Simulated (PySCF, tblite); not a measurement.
**C4H12GeO2Si: geometry, infrared bands and NMR shifts**

Aim: predict the infrared bands and NMR shifts of C4H12GeO2Si (`CC(=O)[C@@](C)([GeH3])O[SiH3]`).

The runs use tblite 0.8.0 and PySCF 2.14.0, with density-fitted response routines of our own; the level of theory stands in each step. All values are computed, except where a source is named. Atoms are numbered from 0 throughout.

### 1 The molecule as given

20 atoms, charge 0, multiplicity 1; geometry from: force field or distance geometry start.

Bonds of the start (Å): C0–C1 1.47, C1–O2 1.25, C1–C3 1.48, C3–C4 1.50, C3–Ge5 1.93, C3–O6 1.39, O6–Si7 1.70, C0–H8 1.13, C0–H9 1.11, C0–H10 1.12, C4–H11 1.13, C4–H12 1.11, C4–H13 1.11, Ge5–H14 1.56, Ge5–H15 1.56, Ge5–H16 1.55, Si7–H17 1.47, Si7–H18 1.47, Si7–H19 1.47.

### 2 Relaxing the molecule with GFN2-xTB

What the job is given:

```
{"job": {"kind": "relax", "xc": "GFN2-xTB", "basis": "xTB"}, "charge": 0, "multiplicity": 1}
C     -1.951300    -1.061100     0.256600
C     -0.603500    -0.980900    -0.325800
O     -0.065700    -2.028100    -0.732200
C      0.106900     0.319700    -0.387400
C     -0.632500     1.221200    -1.335400
Ge     0.123000     1.218200     1.326100
O      1.365200     0.175700    -0.950600
Si     2.407500    -0.872200    -0.114100
H     -1.901500    -1.730100     1.164300
H     -2.359100    -0.076500     0.578900
H     -2.677200    -1.528900    -0.453700
H      0.106900     2.004700    -1.664000
H     -1.444000     1.759200    -0.812700
H     -0.995100     0.685700    -2.243000
H     -0.462400     0.339900     2.475000
H      1.553300     1.676400     1.731700
H     -0.807800     2.455100     1.239800
H      1.862200    -1.380100     1.148000
H      2.683300    -2.009800    -1.005500
H      3.686500    -0.177400     0.101000
```

Launch:

```console
> OMP_NUM_THREADS=1 python probes_run.py task.json out
```

The driver reads the jobs from task.json and runs them one after another.

Standard output:

```text
step      E/eV     max force
  0    -720.73824    3.112
  1    -721.00673    3.278
  2    -721.13392    0.846
  3    -721.16656    0.437
  4    -721.21364    0.390
  5    -721.23313    0.376
  6    -721.25273    0.272
  7    -721.26213    0.217
  8    -721.27021    0.226
  9    -721.27770    0.281
 10    -721.28617    0.258
 11    -721.29586    0.230
 12    -721.30734    0.314
 13    -721.31830    0.267
 14    -721.32736    0.262
 15    -721.33565    0.284
 16    -721.34384    0.272
 17    -721.35172    0.226
 18    -721.35991    0.228
 19    -721.36908    0.234
 20    -721.37915    0.258
 21    -721.38936    0.236
 22    -721.39910    0.195
 23    -721.40832    0.217
 24    -721.41722    0.282
 25    -721.42623    0.292
 26    -721.43434    0.176
 27    -721.43963    0.266
 28    -721.44260    0.326
 29    -721.44666    0.185
 30    -721.45174    0.221
 31    -721.45531    0.186
 32    -721.45861    0.119
 33    -721.46105    0.116
 34    -721.46380    0.118
 35    -721.46723    0.148
 36    -721.47123    0.137
 37    -721.47523    0.133
 38    -721.47901    0.150
 39    -721.48237    0.148
 40    -721.48564    0.136
 41    -721.48912    0.138
 42    -721.49239    0.169
 43    -721.49598    0.150
 44    -721.49964    0.102
 45    -721.50297    0.125
 46    -721.50507    0.121
 47    -721.50809    0.122
 48    -721.51106    0.122
 49    -721.51394    0.086
 50    -721.51573    0.084
 51    -721.51674    0.086
 52    -721.51756    0.079
 53    -721.51855    0.080
 54    -721.51952    0.079
 55    -721.52022    0.104
 56    -721.52082    0.086
 57    -721.52150    0.068
 58    -721.52253    0.059
 59    -721.52338    0.085
 60    -721.52435    0.108
 61    -721.52539    0.094
 62    -721.52674    0.084
 63    -721.52812    0.085
 64    -721.52907    0.061
 65    -721.52959    0.063
 66    -721.53000    0.059
 67    -721.53047    0.048
 68    -721.53099    0.056
 69    -721.53144    0.049
 70    -721.53177    0.046
 71    -721.53209    0.039
 72    -721.53254    0.051
 73    -721.53311    0.053
 74    -721.53363    0.058
 75    -721.53404    0.060
 76    -721.53440    0.050
 77    -721.53487    0.047
 78    -721.53533    0.055
 79    -721.53586    0.045
 80    -721.53620    0.040
 81    -721.53650    0.042
 82    -721.53689    0.059
 83    -721.53747    0.070
 84    -721.53818    0.059
 85    -721.53876    0.044
 86    -721.53912    0.050
 87    -721.53944    0.046
 88    -721.53974    0.079
 89    -721.54018    0.058
 90    -721.54053    0.038
 91    -721.54083    0.040
 92    -721.54098    0.031
 93    -721.54116    0.026
 94    -721.54128    0.022
 95    -721.54139    0.023
 96    -721.54151    0.026
 97    -721.54167    0.029
 98    -721.54181    0.024
 99    -721.54193    0.020
100    -721.54202    0.023
101    -721.54213    0.022
102    -721.54224    0.025
103    -721.54234    0.022
104    -721.54245    0.024
105    -721.54260    0.030
106    -721.54281    0.034
107    -721.54310    0.044
108    -721.54344    0.046
109    -721.54376    0.044
110    -721.54407    0.045
111    -721.54442    0.039
112    -721.54488    0.050
113    -721.54542    0.050
114    -721.54601    0.053
115    -721.54663    0.060
116    -721.54712    0.077
117    -721.54776    0.091
118    -721.54854    0.056
119    -721.54943    0.035
120    -721.54998    0.052
121    -721.55044    0.066
122    -721.55115    0.065
123    -721.55222    0.061
124    -721.55314    0.065
125    -721.55372    0.060
126    -721.55366    0.076
127    -721.55446    0.055
128    -721.55484    0.061
129    -721.55599    0.057
130    -721.55638    0.052
131    -721.55679    0.045
132    -721.55719    0.038
133    -721.55749    0.031
134    -721.55773    0.032
135    -721.55797    0.028
136    -721.55814    0.029
137    -721.55832    0.030
138    -721.55856    0.035
139    -721.55896    0.050
140    -721.55955    0.060
141    -721.56019    0.057
142    -721.56068    0.039
143    -721.56099    0.030
144    -721.56126    0.037
145    -721.56156    0.040
146    -721.56190    0.045
147    -721.56224    0.050
148    -721.56263    0.046
149    -721.56302    0.041
150    -721.56342    0.053
151    -721.56373    0.045
152    -721.56397    0.029
153    -721.56417    0.035
154    -721.56430    0.038
155    -721.56451    0.035
156    -721.56472    0.031
157    -721.56496    0.031
158    -721.56516    0.033
159    -721.56531    0.031
160    -721.56543    0.021
161    -721.56550    0.019
162    -721.56557    0.013
163    -721.56559    0.010
```

Run time: 2.3 s. Hardware: 1 thread of Intel Xeon Platinum 8259CL at 2.50GHz, shared host; peak memory 0.18 GiB.

Along the way: (not every step is listed)

| step | energy from step 0 (eV) | largest force (eV/Å) |
| --- | --- | --- |
| 0 | 0.0000 | 3.1116 |
| 1 | -0.2685 | 3.2781 |
| 2 | -0.3957 | 0.8461 |
| 3 | -0.4283 | 0.4365 |
| 4 | -0.4754 | 0.3895 |
| 5 | -0.4949 | 0.3765 |
| 6 | -0.5145 | 0.2717 |
| 7 | -0.5239 | 0.2167 |
| 8 | -0.5320 | 0.2258 |
| 23 | -0.6701 | 0.2168 |
| 38 | -0.7408 | 0.1498 |
| 53 | -0.7803 | 0.0805 |
| 68 | -0.7927 | 0.0560 |
| 83 | -0.7992 | 0.0695 |
| 98 | -0.8036 | 0.0240 |
| 113 | -0.8072 | 0.0505 |
| 128 | -0.8166 | 0.0610 |
| 143 | -0.8227 | 0.0297 |
| 158 | -0.8269 | 0.0328 |
| 159 | -0.8271 | 0.0308 |
| 160 | -0.8272 | 0.0209 |
| 161 | -0.8273 | 0.0193 |
| 162 | -0.8273 | 0.0130 |
| 163 | -0.8274 | 0.0099 |

Close pairs (by a distance rule), those that changed most:

| bond | before (Å) | after (Å) | change (Å) |
| --- | --- | --- | --- |
| C3–Ge5 | 1.935 | 2.019 | +0.084 |
| Ge5–H14 | 1.560 | 1.492 | -0.068 |
| Ge5–H15 | 1.556 | 1.493 | -0.063 |
| O6–Si7 | 1.698 | 1.640 | -0.059 |
| C0–H8 | 1.129 | 1.087 | -0.041 |
| Ge5–H16 | 1.550 | 1.510 | -0.040 |
| C4–H11 | 1.126 | 1.089 | -0.038 |
| C1–O2 | 1.245 | 1.212 | -0.034 |

The end geometry stands in the next job.

### 3 Harmonic vibrations with GFN2-xTB

What the job is given:

```
{"job": {"kind": "ir", "xc": "GFN2-xTB", "basis": "xTB"}, "charge": 0, "multiplicity": 1}
C     -2.065805    -0.964877     0.079177
C     -0.562472    -0.951654     0.087195
O      0.088809    -1.954845     0.280026
C      0.116839     0.356677    -0.125394
C     -0.411228     1.122208    -1.336618
Ge    -0.069236     1.441697     1.567337
O      1.499966     0.219014    -0.215383
Si     2.383252    -1.156009    -0.346671
H     -2.423193    -1.858204     0.585996
H     -2.473019    -0.075131     0.555697
H     -2.409365    -0.996405    -0.953981
H      0.145684     2.052697    -1.433226
H     -1.468693     1.352351    -1.230071
H     -0.253945     0.536471    -2.241777
H      0.414981     0.662363     2.744461
H      0.793191     2.646673     1.388423
H     -1.478036     1.905449     1.852536
H      2.568369    -1.871361     0.910538
H      1.975088    -1.998859    -1.468663
H      3.623665    -0.457577    -0.702637
```

Standard output:

```text
mode    cm-1     km/mol
  1      41.2      0.81
  2      72.8      4.29
  3      84.3      0.62
  4     121.1      0.90
  5     140.5     15.44
  6     150.3      3.25
  7     173.2     15.66
  8     203.8      3.32
  9     236.0      2.90
 10     287.7      0.95
 11     308.0      0.20
 12     357.4      3.08
 13     411.3     13.93
 14     443.9     10.52
 15     479.2     39.71
 16     507.3     36.89
 17     584.4     10.95
 18     613.1     91.19
 19     626.4     26.21
 20     685.5     42.96
 21     717.5     79.38
 22     751.2    490.47
 23     779.7    251.90
 24     819.1    149.94
 25     835.3    117.86
 26     847.8    106.76
 27     851.2     80.62
 28     863.0    312.48
 29     974.3     26.77
 30     998.2     29.22
 31    1007.4     61.09
 32    1070.1     12.64
 33    1103.5     72.40
 34    1147.4    136.78
 35    1232.8     81.12
 36    1364.6     36.92
 37    1388.6      8.21
 38    1441.0      8.37
 39    1452.2     12.14
 40    1470.1      0.80
 41    1492.3      5.26
 42    1717.1    346.82
 43    1908.2    272.80
 44    2054.2    327.74
 45    2096.6    374.86
 46    2218.0    430.32
 47    2255.2    324.62
 48    2284.5    200.95
 49    3005.7     22.47
 50    3012.1     10.58
 51    3014.5      4.89
 52    3019.1      8.85
 53    3023.5     23.14
 54    3045.5      6.68
```

Run time: 1.5 s. Hardware: 1 thread of Intel Xeon Platinum 8259CL at 2.50GHz, shared host; peak memory 0.18 GiB.

Which atoms move in the most intense modes:

| cm⁻¹ | km/mol | atoms |
| --- | --- | --- |
| 751 | 490.5 | H14 23 %, H16 21 %, H15 20 % |
| 863 | 312.5 | H17 43 %, H19 39 % |
| 1717 | 346.8 | C1 61 %, O2 37 % |
| 1908 | 272.8 | H16 85 % |
| 2054 | 327.7 | H15 43 %, H14 42 %, H16 14 % |
| 2097 | 374.9 | H14 50 %, H15 48 % |
| 2218 | 430.3 | H19 82 %, H18 11 % |
| 2255 | 324.6 | H18 84 % |

### 4 Nuclear shieldings: PBE0/pcSseg-1

The job, as its differences from that of step 3:

```diff
@@ -1,2 +1,2 @@
-{"job": {"kind": "ir", "xc": "GFN2-xTB", "basis": "xTB"}, "charge": 0, "multiplicity": 1}
+{"job": {"kind": "nmr", "xc": "PBE0", "basis": "pcSseg-1"}, "charge": 0, "multiplicity": 1}
 C     -2.065805    -0.964877     0.079177
```

With the program's defaults for keys left out, this is: GIAO PBE0/pcSseg-1 NMR shielding, non-relativistic, gas phase.

Standard output:

```text
coarse grid: 74576 points
cycle   1  E = -2675.3749083866  dE =  3.517e-01  |g| = 1.284e+00  |ddm| = 4.079e+00
cycle   2  E = -2674.8504194553  dE =  5.245e-01  |g| = 2.074e+00  |ddm| = 2.753e+00
cycle   3  E = -2675.5636180853  dE = -7.132e-01  |g| = 4.047e-01  |ddm| = 2.240e+00
cycle   4  E = -2675.5909128920  dE = -2.729e-02  |g| = 1.124e-01  |ddm| = 3.610e-01
cycle   5  E = -2675.5925439079  dE = -1.631e-03  |g| = 4.577e-02  |ddm| = 1.194e-01
cycle   6  E = -2675.5929193143  dE = -3.754e-04  |g| = 8.298e-03  |ddm| = 4.446e-02
cycle   7  E = -2675.5929303635  dE = -1.105e-05  |g| = 1.708e-03  |ddm| = 9.128e-03
cycle   8  E = -2675.5929309447  dE = -5.813e-07  |g| = 4.973e-04  |ddm| = 2.195e-03
final grid: 156680 points
cycle   9  E = -2675.5929333298  dE = -6.809e-08  |g| = 7.792e-04  |ddm| = 3.081e-03
cycle  10  E = -2675.5929330529  dE =  2.770e-07  |g| = 1.457e-03  |ddm| = 1.740e-03
cycle  11  E = -2675.5929334459  dE = -3.930e-07  |g| = 1.649e-04  |ddm| = 1.194e-03
cycle  12  E = -2675.5929334513  dE = -5.390e-09  |g| = 1.662e-05  |ddm| = 1.398e-04
cycle  13  E = -2675.5929334514  dE = -6.185e-11  |g| = 7.683e-06  |ddm| = 2.429e-05
converged SCF energy = -2675.5929334514

GIAO shielding tensors (ppm)
atom      isotropic    diamagn.    paramagn.     s11        s22        s33       span
  0 C      159.132     253.494     -94.363    144.763    146.147    186.485     41.723
  1 C      -29.802     253.638    -283.440   -117.845    -67.845     96.282    214.127
  2 O     -260.895     403.660    -664.554   -757.696   -368.081    343.093   1100.789
  3 C      104.077     249.588    -145.511     67.642    101.440    143.147     75.504
  4 C      161.975     247.469     -85.494    142.640    160.221    183.063     40.424
  5 Ge    1511.427    2756.898   -1245.471   1418.722   1441.190   1674.370    255.648
  6 O      294.581     398.985    -104.404    268.100    292.900    322.743     54.643
  7 Si     397.197     879.761    -482.564    351.576    368.504    471.512    119.936
  8 H       29.527      29.284       0.243     26.014     27.261     35.307      9.293
  9 H       29.342      31.680      -2.338     24.856     31.498     31.673      6.817
 10 H       29.501      30.139      -0.638     25.570     28.844     34.090      8.520
 11 H       29.733      30.626      -0.893     25.972     28.355     34.872      8.899
 12 H       30.033      31.405      -1.372     26.321     28.729     35.050      8.728
 13 H       29.993      31.043      -1.051     26.184     27.554     36.240     10.056
 14 H       27.963      30.224      -2.260     21.310     23.740     38.841     17.531
 15 H       27.926      30.115      -2.188     21.687     23.408     38.684     16.997
 16 H       27.592      29.913      -2.321     20.669     23.379     38.729     18.061
 17 H       26.340      30.337      -3.997     22.892     24.519     31.608      8.716
 18 H       26.723      30.369      -3.646     23.420     24.755     31.994      8.574
 19 H       26.999      29.714      -2.715     22.634     25.606     32.757     10.123
```

Run time: 84 s. Hardware: 1 thread of Intel Xeon Platinum 8259CL at 2.50GHz, shared host; peak memory 1.1 GiB.

The references, computed at this level on geometries of the same kind, shield at (ppm): 1H TMS 31.72, 13C TMS 186.9, 29Si TMS 349.2, 17O H2O 336.1, 73Ge GeMe4 1331. Their shielding less the atom's gives the shift. The references are single molecules in the gas phase, so shifts against H2O, NH3, PH3, H3PO4 or CFCl3 are not on the usual liquid scales and can be off by tens of ppm. Atoms listed in one row are averaged.

| atoms | environment | σ (ppm) | δ (ppm) |
| --- | --- | --- | --- |
| C1 | ketone carbonyl carbon | -29.8 | 216.7 |
| C3 | fully substituted sp3 carbon bonded to Ge and O, α to a carbonyl | 104.1 | 82.8 |
| C0 | methyl carbon α to a carbonyl | 159.1 | 27.8 |
| C4 | methyl carbon | 162.0 | 25.0 |
| H17, H18, H19 | hydrogen on a silicon bonded to O | 26.69 | 5.03 |
| H14, H15, H16 | hydrogen on a germanium bonded to C | 27.83 | 3.89 |
| H8, H9, H10 | hydrogen on a methyl carbon α to a carbonyl | 29.46 | 2.26 |
| H11, H12, H13 | hydrogen on a methyl carbon | 29.92 | 1.80 |
| O2 | ketone oxygen | -260.9 | 597.0 |
| O6 | oxygen bonded to C, Si | 294.6 | 41.5 |
| Ge5 | germanium bonded to C, 3 H | 1511 | -180 |
| Si7 | silicon bonded to O, 3 H | 397.2 | -48.0 |

The run also stored atomic charges by several schemes (e):

| atoms | Mulliken | IAO | Hirshfeld | ESP fit |
| --- | --- | --- | --- | --- |
| C0 | -0.24 | -0.47 | -0.12 | -0.61 |
| C1 | 0.25 | 0.37 | 0.16 | 0.62 |
| O2 | -0.40 | -0.40 | -0.18 | -0.49 |
| C3 | -0.34 | -0.01 | 0.02 | 0.29 |
| C4 | -0.14 | -0.42 | -0.12 | -0.57 |
| Ge5 | 0.31 | 0.47 | 0.30 | 0.16 |
| O6 | -0.63 | -0.63 | -0.21 | -0.45 |
| Si7 | 0.73 | 0.86 | 0.33 | 0.55 |

Mayer bond orders: C0–C1 1.01, C1–O2 1.89, C1–C3 0.94, C3–C4 0.99, C3–Ge5 0.79, C3–O6 0.84, O6–Si7 0.88.

Orbitals, density, ELF and potential are computed afterwards from the orbital file.

Frontier orbitals at PBE0/pcSseg-1, with the share of their density that lies nearest to each atom:

| orbital | energy (eV) | lies on |
| --- | --- | --- |
| HOMO | -7.45 | O2, O6 about 20 % each; C3 15 %; H18 11 % |
| LUMO | -1.11 | C1 40 %; O2 26 %; Ge5 7 % |

ELF in a plane through or near 5 of the atoms.

Ten even steps from '0' (0.00) to '9' (1.00):
```
0000000000000000000000000000
0000000000000000000000000000
0000000000000253000000000000
0000000000017999500000000000
0000000000049999710100000000
0000000000006984348993000000
0000000000000325259997000000
0001464103640223159995000000
0004787415872585433210000000
0002677204763475100100000000
0000232280311685139995000000
0000011111124475869996000000
0000003562277838662641000000
0000003660167622456300000000
0000001320024300244100000000
0000000000000000000000000000
0000000000000000000000000000
0000000000000000000000000000
0000000000000000000000000000
0000000000000000000000000000
```
The map spans 12.5 Å across and 11.4 Å up, centred on the molecule. Atoms in the plane (x, y in Å): C0 (1.7, -1.5), C1 (0.3, -1.0), Si7 (-2.6, -0.3), H9 (2.4, -0.7), H15 (0.2, 3.1).

log10 of the density (e/Å³) in the same plane.

Values, 10 rows by 14 columns:
```
-4.0 -4.0 -4.0 -4.0 -4.0 -4.0 -4.0 -4.0 -4.0 -4.0 -4.0 -4.0 -4.0 -4.0
-4.0 -4.0 -4.0 -4.0 -4.0 -3.5 -2.6 -2.1 -2.5 -3.1 -4.0 -4.0 -4.0 -4.0
-4.0 -4.0 -4.0 -4.0 -4.0 -2.6 -1.3 -0.2 -1.0 -1.8 -2.5 -3.5 -4.0 -4.0
-4.0 -3.5 -2.7 -2.4 -2.4 -1.6 -1.2  0.5  0.4 -0.3 -1.3 -2.7 -4.0 -4.0
-4.0 -2.8 -1.5 -0.9 -0.9 -0.1 -0.4 -0.1 -0.5 -1.1 -1.8 -2.9 -4.0 -4.0
-4.0 -2.9 -1.5 -0.5  1.3 -0.5 -0.6  0.1 -0.7 -0.4 -1.0 -2.6 -4.0 -4.0
-4.0 -3.5 -2.2 -1.1 -0.6 -0.7  0.3  0.2  0.2  0.4 -1.1 -2.5 -4.0 -4.0
-4.0 -4.0 -3.1 -2.2 -1.9 -1.6 -1.1 -1.4 -1.0 -0.7 -1.9 -3.1 -4.0 -4.0
-4.0 -4.0 -4.0 -3.8 -3.6 -3.9 -3.8 -3.5 -3.0 -2.9 -3.4 -4.0 -4.0 -4.0
-4.0 -4.0 -4.0 -4.0 -4.0 -4.0 -4.0 -4.0 -4.0 -4.0 -4.0 -4.0 -4.0 -4.0
```
The map spans 12.5 Å across and 11.4 Å up, centred on the molecule. Atoms in the plane (x, y in Å): C0 (1.7, -1.5), C1 (0.3, -1.0), Si7 (-2.6, -0.3), H9 (2.4, -0.7), H15 (0.2, 3.1).

On the surface of density 0.002 e/bohr³ the electrostatic potential runs, from the 1st to the 99th percentile, from -1.30 V near O2 to 1.26 V near H10.

### 5 What came out

| quantity | value |
| --- | --- |
| strongest single infrared mode (GFN2-xTB) | 751 cm⁻¹, 490 km/mol |
| zero-point energy (GFN2-xTB) | 88.3 kcal/mol |
| 13C shifts against TMS (PBE0/pcSseg-1) | 216.7, 82.8, 27.8, 25.0 ppm |
| 1H shifts against TMS (PBE0/pcSseg-1, means over atoms taken as alike) | 5.03, 3.89, 2.26, 1.80 ppm |
| 17O shifts against H2O (PBE0/pcSseg-1) | 597.0, 41.5 ppm |
| 73Ge shifts against GeMe4 (PBE0/pcSseg-1) | -180 ppm |
| 29Si shifts against TMS (PBE0/pcSseg-1) | -48.0 ppm |
| surface potential, 1st and 99th percentile | -1.30 V and 1.26 V |

What this shows: Over 163 steps the energy fell by 0.827 eV; of the close pairs, C3–Ge5 changed most, 1.935 to 2.019 Å. No mode is imaginary among the 54: a minimum at this level. The strongest single mode, at 751 cm⁻¹, has its largest shares on H14, H16 and H15 (the list is cut at 3 atoms). Unscaled tight-binding wavenumbers are off by several per cent, some by more. Its intensities can rank the bands wrongly. The most deshielded carbon is C1 (ketone carbonyl carbon), at 216.7 ppm: low-lying n→π* states of the double bond to the heteroatom give a large paramagnetic term (-283 ppm). At PBE0/pcSseg-1: Shielding is most anisotropic at O2 (span 1101 ppm, paramagnetic term -665 ppm). At PBE0/pcSseg-1, counted by nearest atom on the grid, the HOMO lies on O2, O6 about 20 % each; C3 15 %, the LUMO on C1 40 %; O2 26 %. Spin-orbit coupling is left out, which matters for shieldings and couplings at and beside the heavy atoms.
